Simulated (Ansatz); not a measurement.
# FGeH4N: how energies converge with the basis set

An exercise on one series of results from a longer session: the logs are not shown, and one member is left open.

Computed with Ansatz 0.2.0, Gaussian basis. Level: one geometry, several basis sets.

The runs, in order: PBE0-D4/def2-SVP; ωB97M-V/def2-SVP; PBE0-D4/def2-QZVPP; ωB97M-V/def2-QZVPP; the functionals' def2-TZVPP values are taken from earlier runs.

## Structure used throughout

All runs share one geometry, relaxed beforehand with PBE0-D4 in a triple-zeta def2 set.

7 atoms, charge 0, spin multiplicity 1.

Atoms are counted from 1 here; the program's logs count them from 0.

Bond lengths: N1–Ge2 1.811 Å, N1–H4 1.009 Å, N1–H5 1.009 Å, Ge2–F3 1.752 Å, Ge2–H6 1.530 Å, Ge2–H7 1.530 Å. Angles: Ge2–N1–H4 116.2°, Ge2–N1–H5 116.2°, H4–N1–H5 109.8°, N1–Ge2–F3 111.5°, N1–Ge2–H6 109.3°, N1–Ge2–H7 109.3°, F3–Ge2–H6 105.1°, F3–Ge2–H7 105.1°, H6–Ge2–H7 116.3°.

Set-up of the first run:

Contents of in.yaml:

```yaml
crystal:
  periodic: [false, false, false]
  atoms:
    - {symbol: N, position_ang: [-0.798038, 0.431657, -0.705552]}
    - {symbol: Ge, position_ang: [0.574495, -0.034407, 0.380825]}
    - {symbol: F, position_ang: [0.446931, -1.702920, 0.898093]}
    - {symbol: H, position_ang: [-0.836437, -0.034573, -1.599924]}
    - {symbol: H, position_ang: [-1.715708, 0.440195, -0.285370]}
    - {symbol: H, position_ang: [0.502621, 0.789869, 1.668294]}
    - {symbol: H, position_ang: [1.887336, 0.042178, -0.401965]}
basis:
  gaussian: {orbitals: def2-SVP}
hamiltonian: {xc: pbe0, dispersion: d4}
output: {orbitals: {seedname: orbitals}}
```

Run with:

```
$ ansatz run in.yaml --threads 2 --pin off --events-out ev --progress --plain --max-ram 22528MiB --backend cpu
```

Steps of the session up to this table: PBE0-D4 in def2-SVP; ωB97M-V in def2-SVP; PBE0-D4 in def2-QZVPP; ωB97M-V in def2-QZVPP.

One of the session's tables, all rows but one given; the rest of the session is left out.

It belongs to the step «Functionals by basis». 

| functional | basis | HOMO (eV) | LUMO (eV) |
| --- | --- | --- | --- |
| PBE0-D4 | def2-SVP | -7.83 | 1.13 |
| PBE0-D4 | def2-TZVPP | -8.05 | 0.52 |
| PBE0-D4 | def2-QZVPP | ? | ? |
| ωB97M-V | def2-SVP | -10.22 | 2.87 |
| ωB97M-V | def2-TZVPP | -10.47 | 2.04 |
| ωB97M-V | def2-QZVPP | -10.52 | 1.55 |

Q: Estimate the row for PBE0-D4, def2-QZVPP from the others.

As computed: HOMO (eV): -8.10; LUMO (eV): 0.22. In the column «HOMO (eV)» it lies between ωB97M-V, def2-SVP (-10.22) and PBE0-D4, def2-TZVPP (-8.05).
